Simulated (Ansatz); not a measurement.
**AlAsH₂ (triplet): RPA-PBE over vertical spin and charge gaps, cc-pVTZ**

Aim: run AlAsH₂ (triplet) with these functionals over vertical spin and charge gaps, and hold them against the top wave-function level at the same points.

Program: Ansatz 0.2.0, Gaussian basis. Level of theory: cc-pVTZ, all electrons in the functionals, frozen cores in the correlation of double hybrids and RPA. These are calculated values, not measurements.

The runs, in order: RPA-PBE, at charge 0, triplet; charge 0, singlet; charge 0, quintet; charge 1, doublet; charge 1, quartet.

14 further runs of the same task are left out: 8 for a known fault of the program, 6 set aside as unsound or not needed.

### Step 1. The system

The geometry is a PBE0/def2-TZVP stationary point (not a proven minimum). No spin-orbit coupling is included. The filled d shell of As may be among the frozen orbitals whatever the setting's name suggests; the logs give the count.

4 atoms, charge 0, spin multiplicity 3.

Atoms are counted from 1 here; the program's logs count them from 0.

Bond lengths: Al1–As2 2.466 Å, Al1–H3 1.609 Å, As2–H4 1.527 Å. Angles: As2–Al1–H3 114.8°, Al1–As2–H4 93.0°.

No dispersion term is added.

The geometry shown and the zero of energy belong to the point charge 0, triplet. The yardstick, UCCSDT(Q), and other wave-function levels (R restricted, U unrestricted, valence and pair active spaces) come from earlier runs.

### Step 2. RPA-PBE, charge 0, triplet

Contents of in.yaml:

```yaml
crystal:
  periodic: [false, false, false]
  atoms:
    - {symbol: Al, position_ang: [0.000000, -0.143301, 1.790435]}
    - {symbol: As, position_ang: [0.000000, 0.054308, -0.667817]}
    - {symbol: H, position_ang: [0.000000, 1.258720, 2.580257]}
    - {symbol: H, position_ang: [0.000000, -1.459507, -0.868621]}
basis:
  gaussian: {orbitals: cc-pVTZ}
magnetization: {spin_polarized: true, initial_magnetization: 2}
hamiltonian: {xc: {name: PBE}}
correlation: {method: rpa, electrons: outside_noble_gas}
```

The run is started by

```sh
$ ansatz run in.yaml --threads 2 --pin off --events-out ev --progress --plain --max-ram 24576MiB --backend cuda --devices 0, --max-vram 18GiB
```

The log of the run:

```text
Functional definition: PBE
  name "PBE"
  cite "Perdew, Burke & Ernzerhof, Phys. Rev. Lett. 77, 3865 (1996) doi:10.1103/PhysRevLett.77.3865"
  parent pbe
  parameter kappa = 0.804
  parameter beta = 0.06672455060314922
  exchange = pbe_x(kappa = kappa, mu = beta*pi^2/3)
  correlation = pbe_c(beta = beta)
656 factors; integrals over basis functions are off by at most 1.3e-3 eV
mean field evaluation 1: about -67456.3198 eV, gradient 1.2e1 eV
mean field evaluation 2: about -67456.3139 eV, gradient 1.2e1 eV
mean field evaluation 4: about -67457.3576 eV, gradient 3.3e0 eV
mean field evaluation 8: about -67457.4431 eV, gradient 7.9e-2 eV
mean field evaluation 16: about -67457.4431 eV, gradient 4.6e-5 eV
mean field evaluation 32: about -67457.1759 eV, gradient 4.5e0 eV
mean field -67457.44313821 eV, -2479.0153110319 hartree, gradient 6.7e-6 eV, S^2 2.003990; 4 other end points of the search recorded, 0 dependent functions left out
19 core orbitals not correlated: weight in the atoms' cores, before any rotation towards them, 0.999 or more for the frozen orbitals, at most 0.000 for the correlated occupied ones
reference -67409.90733254 eV, -2477.2684023945 hartree; 6, 4 occupied and 80, 82 virtual orbitals, 656 factors
Total energy: -67419.98204140 eV, -2477.6386411164 hartree
```

Wall time 6.5 s (1 × H100 (card shared with other runs) with 2 threads of AMD EPYC 7R13, shared host); peak host memory 0.85 GiB.

From the report: ⟨S²⟩ of the determinant 2.004 (pure triplet: 2.00).

### Step 3. RPA-PBE, charge 0, singlet

in.yaml, as its differences from that of step 2:

```diff
@@ -9,3 +9,3 @@
   gaussian: {orbitals: cc-pVTZ}
-magnetization: {spin_polarized: true, initial_magnetization: 2}
+magnetization: {spin_polarized: true, initial_magnetization: 0}
 hamiltonian: {xc: {name: PBE}}
```

The run is started by

```sh
$ ansatz run in.yaml --threads 1 --pin off --events-out ev --progress --plain --max-ram 4096MiB --backend cpu
```

The log of the run (excerpt; [...] marks lines left out):

```text
Functional definition: PBE
  name "PBE"
  cite "Perdew, Burke & Ernzerhof, Phys. Rev. Lett. 77, 3865 (1996) doi:10.1103/PhysRevLett.77.3865"
  parent pbe
[...]
655 factors; integrals over basis functions are off by at most 1.3e-3 eV
[...]
mean field -67457.58577675 eV, -2479.0205529016 hartree, gradient 2.9e-6 eV, S^2 0.385966; 16 other end points of the search recorded, 0 dependent functions left out
19 core orbitals not correlated: weight in the atoms' cores, before any rotation towards them, 1.000 or more for the frozen orbitals, at most 0.000 for the correlated occupied ones
reference -67408.91678080 eV, -2477.2320002894 hartree; 5, 5 occupied and 81, 81 virtual orbitals, 655 factors
Total energy: -67420.08378714 eV, -2477.6423802031 hartree
```

Wall time 24 s (1 thread of AMD EPYC 7R13, shared host); peak memory 0.31 GiB.

From the report: ⟨S²⟩ of the determinant 0.386 (pure singlet: 0.00).

From charge 0, triplet: -9.8 kJ/mol.

### Step 4. RPA-PBE, charge 0, quintet

in.yaml, as its differences from that of step 3:

```diff
@@ -9,3 +9,3 @@
   gaussian: {orbitals: cc-pVTZ}
-magnetization: {spin_polarized: true, initial_magnetization: 0}
+magnetization: {spin_polarized: true, initial_magnetization: 4}
 hamiltonian: {xc: {name: PBE}}
```

The run is started by

```sh
$ ansatz run in.yaml --threads 2 --pin off --events-out ev --progress --plain --max-ram 24576MiB --backend cuda --devices 0, --max-vram 18GiB
```

The log of the run (excerpt; [...] marks lines left out):

```text
Functional definition: PBE
  name "PBE"
  cite "Perdew, Burke & Ernzerhof, Phys. Rev. Lett. 77, 3865 (1996) doi:10.1103/PhysRevLett.77.3865"
  parent pbe
[...]
656 factors; integrals over basis functions are off by at most 1.3e-3 eV
[...]
mean field -67453.89003397 eV, -2478.8847368595 hartree, gradient 3.3e-6 eV, S^2 6.005308; 3 other end points of the search recorded, 0 dependent functions left out
19 core orbitals not correlated: weight in the atoms' cores, before any rotation towards them, 0.999 or more for the frozen orbitals, at most 0.000 for the correlated occupied ones
reference -67406.71429965 eV, -2477.1510606002 hartree; 7, 3 occupied and 79, 83 virtual orbitals, 656 factors
Total energy: -67416.38080228 eV, -2477.5062980197 hartree
```

It took 12 s on 1 × H100 (card shared with other runs) with 2 threads of AMD EPYC 7R13, shared host; peak host memory 0.84 GiB.

From the report: ⟨S²⟩ of the determinant 6.005 (pure quintet: 6.00).

From charge 0, triplet: +347.5 kJ/mol.

### Step 5. RPA-PBE, charge 1, doublet

in.yaml, as its differences from that of step 4:

```diff
@@ -9,3 +9,4 @@
   gaussian: {orbitals: cc-pVTZ}
-magnetization: {spin_polarized: true, initial_magnetization: 4}
+total_charge: 1
+magnetization: {spin_polarized: true, initial_magnetization: 1}
 hamiltonian: {xc: {name: PBE}}
```

The command is unchanged.

The log of the run (excerpt; [...] marks lines left out):

```text
Functional definition: PBE
  name "PBE"
  cite "Perdew, Burke & Ernzerhof, Phys. Rev. Lett. 77, 3865 (1996) doi:10.1103/PhysRevLett.77.3865"
  parent pbe
[...]
655 factors; integrals over basis functions are off by at most 1.3e-3 eV
[...]
mean field -67450.09810346 eV, -2478.7453859836 hartree, gradient 3.9e-6 eV, S^2 0.760156; 7 other end points of the search recorded, 0 dependent functions left out
19 core orbitals not correlated: weight in the atoms' cores, before any rotation towards them, 0.999 or more for the frozen orbitals, at most 0.000 for the correlated occupied ones
reference -67402.67745887 eV, -2477.0027094378 hartree; 5, 4 occupied and 81, 82 virtual orbitals, 655 factors
Total energy: -67412.37754833 eV, -2477.3591811505 hartree
```

Wall time 8 s (1 × H100 (card shared with other runs) with 2 threads of AMD EPYC 7R13, shared host); peak host memory 0.85 GiB.

From the report: ⟨S²⟩ of the determinant 0.760 (pure doublet: 0.75).

From charge 0, triplet: +733.7 kJ/mol.

### Step 6. RPA-PBE, charge 1, quartet

in.yaml, as its differences from that of step 5:

```diff
@@ -10,3 +10,3 @@
 total_charge: 1
-magnetization: {spin_polarized: true, initial_magnetization: 1}
+magnetization: {spin_polarized: true, initial_magnetization: 3}
 hamiltonian: {xc: {name: PBE}}
```

The command is unchanged.

The log of the run (excerpt; [...] marks lines left out):

```text
Functional definition: PBE
  name "PBE"
  cite "Perdew, Burke & Ernzerhof, Phys. Rev. Lett. 77, 3865 (1996) doi:10.1103/PhysRevLett.77.3865"
  parent pbe
[...]
655 factors; integrals over basis functions are off by at most 1.3e-3 eV
[...]
mean field -67448.31238126 eV, -2478.6797619033 hartree, gradient 2.8e-6 eV, S^2 3.756927; 1 other end points of the search recorded, 0 dependent functions left out
19 core orbitals not correlated: weight in the atoms' cores, before any rotation towards them, 0.999 or more for the frozen orbitals, at most 0.000 for the correlated occupied ones
reference -67401.62808907 eV, -2476.9641458088 hartree; 6, 3 occupied and 80, 83 virtual orbitals, 655 factors
Total energy: -67410.61734322 eV, -2477.2944948058 hartree
```

Run time: 9.5 s. Hardware: 1 × H100 (card shared with other runs) with 2 threads of AMD EPYC 7R13, shared host; peak host memory 0.84 GiB.

From the report: ⟨S²⟩ of the determinant 3.757 (pure quartet: 3.75).

From charge 0, triplet: +903.6 kJ/mol.

### Step 7. The comparison

The yardstick is UCCSDT(Q), where the cluster series has nearly closed. It comes from earlier runs at the same points. Energies in kJ/mol, counted from charge 0, triplet; blanks weren't run or aren't comparable.

| level | triplet to singlet | triplet to quintet | ionisation to the doublet cation | ionisation to the quartet cation |
| --- | --- | --- | --- | --- |
| UCCSDT(Q) |  | 347.2 | 707.6 | 881.3 |
| RPA-PBE | -9.8 | 347.5 | 733.7 | 903.6 |

Largest miss and mean time a point (UCCSDT(Q) took 28 s a point; shared hosts):

| level | largest miss (kJ/mol) | where | time a point |
| --- | --- | --- | --- |
| RPA-PBE | +26.1 | ionisation to the doublet cation | 12 s |

### Step 8. Outcome

| quantity | value |
| --- | --- |
| triplet to quintet, UCCSDT(Q) | 347.2 kJ/mol |
| ionisation to the doublet cation, UCCSDT(Q) | 707.6 kJ/mol |
| ionisation to the quartet cation, UCCSDT(Q) | 881.3 kJ/mol |
| largest miss, RPA-PBE | +26.1 kJ/mol (ionisation to the doublet cation) |

What this shows: Misses are known at 3 of 4 points at best, and only functionals with that many are ranked. RPA-PBE strays by up to 26.1 kJ/mol, at ionisation to the doublet cation. RPA-PBE clearly breaks the spin symmetry at some points (⟨S²⟩ up to 0.39 above the pure value), so energy there is bought with a mixed spin. Functionals and the yardstick converge differently with the basis, so part of each miss in cc-pVTZ is the basis.
